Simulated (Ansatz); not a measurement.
# AlClH6N2: the cost of one run

Method: RHF/def2-SVP, in Ansatz 0.2.0.

### 1 The structure to begin with

Bond lengths: Al1–N3 1.920 Å, N3–H4 1.060 Å, N3–H5 1.060 Å, Al1–N6 1.920 Å, N6–H7 1.060 Å, N6–H8 1.060 Å, Al1–Cl9 2.530 Å. Angles: Al1–N3–H4 120.0°, Al1–N3–H5 120.0°, H4–N3–H5 120.0°, N3–Al1–N6 120.0°, N3–Al1–Cl9 96.8°, N6–Al1–Cl9 101.3°, Al1–N6–H7 120.0°, Al1–N6–H8 120.0°, H7–N6–H8 120.0°.

As a file:

```xyz
10

Al    0.0000    0.0000    0.0000
H     0.0000    0.0000    1.9100
N     1.6627    0.0000   -0.9600
H     2.1293   -0.9179   -1.2118
H     2.1141    0.9179   -1.2382
N    -1.6627    0.0000   -0.9600
H    -2.3316   -0.8164   -0.8614
H    -1.9118    0.8164   -1.5886
Cl    0.1134    2.3983    0.7978
H     0.0464    0.9821    1.9502
```

### 2 Pulling towards end A

Springs on the bonds that form and break draw the guess towards this end; the thresholds are loose.

The input, input.yaml:

```yaml
crystal:
  periodic: [false, false, false]
  atoms:
    - { symbol: Al, position_ang: [0.0, 0.0, 0.0] }
    - { symbol: H, position_ang: [0.0, 0.0, 1.91] }
    - { symbol: "N", position_ang: [1.6627, 0.0, -0.96] }
    - { symbol: H, position_ang: [2.1293, -0.9179, -1.2118] }
    - { symbol: H, position_ang: [2.1141, 0.9179, -1.2382] }
    - { symbol: "N", position_ang: [-1.6627, 0.0, -0.96] }
    - { symbol: H, position_ang: [-2.3316, -0.8164, -0.8614] }
    - { symbol: H, position_ang: [-1.9118, 0.8164, -1.5886] }
    - { symbol: Cl, position_ang: [0.1134, 2.3983, 0.7978] }
    - { symbol: H, position_ang: [0.0464, 0.9821, 1.9502] }
basis:
  gaussian: { orbitals: def2-SVP }
hamiltonian:
  xc: hf
relax:
  f_tol: 0.15
  max_steps: 25
  restrain:
    - { distance: [0, 8], at: 3.43, k: 30.0 }
    - { distance: [9, 1], at: 1.86, k: 30.0 }
    - { distance: [0, 1], at: 1.56, k: 30.0 }
    - { distance: [9, 8], at: 1.37, k: 30.0 }
output:
  orbitals: {}
```

Command:

```
$ ansatz run input.yaml --threads 2 --pin off --max-ram 3072MiB --backend cpu --events-out ev --progress --plain --runs-dir out
```

**Question.** How long does this run take on 2 threads of Arm Neoverse V1, shared host, and how much memory does it need?

About 19 s, with a peak of 0.17 GiB.
